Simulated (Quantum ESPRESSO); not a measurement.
Here is a Quantum ESPRESSO 7.5 calculation.

The input pw.in:

```
&CONTROL
  calculation = 'vc-relax'
  prefix = 'pwscf'
  outdir = './tmp'
  pseudo_dir = './pseudo'
  tprnfor = .true.
  tstress = .true.
  disk_io = 'low'
  nstep = 40
  forc_conv_thr = 0.0004
  etot_conv_thr = 1d-05
/
&SYSTEM
  ibrav = 0
  nat = 3
  ntyp = 1
  ecutwfc = 45
  ecutrho = 360
  nbnd = 26
  occupations = 'smearing'
  smearing = 'gaussian'
  degauss = 0.00734986
/
&ELECTRONS
  conv_thr = 6d-10
  electron_maxstep = 120
  mixing_beta = 0.5
/
&IONS
  ion_dynamics = 'bfgs'
/
&CELL
  cell_dynamics = 'bfgs'
  press = 0
  press_conv_thr = 0.3
/
ATOMIC_SPECIES
Hf   178.4900 hf_pbesol_v1.uspp.F.UPF
CELL_PARAMETERS angstrom
   4.9500000000    0.0000000000    0.0000000000
  -2.4750000000    4.2868257487    0.0000000000
   0.0000000000    0.0000000000    3.0600000000
ATOMIC_POSITIONS crystal
Hf     0.0000000000    0.0000000000    0.0000000000
Hf     0.3333333333    0.6666666667    0.5000000000
Hf     0.6666666667    0.3333333333    0.5000000000
K_POINTS automatic
14 14 19 0 0 0
```

Potentials or basis: GBRV 1.5 PBEsol.

The run is started by

```bash
$ OMP_NUM_THREADS=1 pw.x -in pw.in > pw.out
```

Estimate the band gap on the k mesh.

none (metal or under the smearing width).

What does it give for the relaxed cell?

a = 4.920 Å, b = 4.920 Å, c = 3.063 Å, α = 90.00°, β = 90.00°, γ = 120.00°.

The path:
```tsv
step	energy change (eV)	largest force (eV/Å)	pressure (GPa)	volume (Å³)
1	0.0000	0.0000	-1.26	64.93
2	-0.0031	0.0000	-0.53	64.52
3	-0.0041	0.0000	0.09	64.17
4	-0.0041	0.0000	0.07	64.18
5	-0.0042	0.0000	0.00	64.22
```

Spin-orbit coupling is left out, which matters for the levels of Hf.
